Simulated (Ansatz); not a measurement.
# La3F: the cost of one run

Method: DFT PBE, scalar-relativistic, plane waves, PAW, in Ansatz 0.2.0.

### Step 1. The system as given

Symmetry: Fm-3m, No. 225, cubic system. The conventional cell has a = 7.524 Å, b = 7.524 Å, c = 7.524 Å, α = 90.00°, β = 90.00°, γ = 90.00°. La (site symmetry -43m) is surrounded by 4 La at 3.26 Å and 4 F at 3.26 Å. Around La (site symmetry m-3m) lie 8 La at 3.26 Å. F (site symmetry m-3m) has 8 La at 3.26 Å in its first shell of neighbours.

Coordinates:

```
La F
1.0
     0.00000    3.76185    3.76185
     3.76185    0.00000    3.76185
     3.76185    3.76185    0.00000
La F
3 1
Direct
  0.25000 0.25000 0.25000
  0.75000 0.75000 0.75000
  0.50000 0.50000 0.50000
  0.00000 0.00000 0.00000
```

A structure generator made this guess: species swapped into a database cell of SnBi3 (Fm-3m, No. 225), with F on the Sn sites and La on the Bi sites. Lengths come from tabulated atomic sizes and are only a guess.

### Step 2. Probe: one point on a coarse mesh

input.yaml

```yaml
crystal:
  lattice:
    - [0.0, 3.76184965, 3.76184965]
    - [3.76184965, 0.0, 3.76184965]
    - [3.76184965, 3.76184965, 0.0]
  atoms:
    - { symbol: La, position: [0.25, 0.25, 0.25] }
    - { symbol: La, position: [0.75, 0.75, 0.75] }
    - { symbol: La, position: [0.5, 0.5, 0.5] }
    - { symbol: F, position: [0.0, 0.0, 0.0] }
basis:
  ecutwfc: 420
kpoints:
  mp_grid: { grid: [4, 4, 4] }
hamiltonian:
  xc: pbe
scf:
  occupations: { method: gaussian, width: 0.1 }
  lower_state_search: "off"
output:
  forces: true
  stress: true
  eigenvalues: true
```

Started as:

```sh
> ansatz run input.yaml --threads 1 --pin off --max-ram 2560MiB --backend cpu --events-out ev --progress --plain --runs-dir out
```

What time and memory should one allow on 1 thread of AMD EPYC (Zen 3), shared host?

About 3.4 s, with a peak of 0.37 GiB.
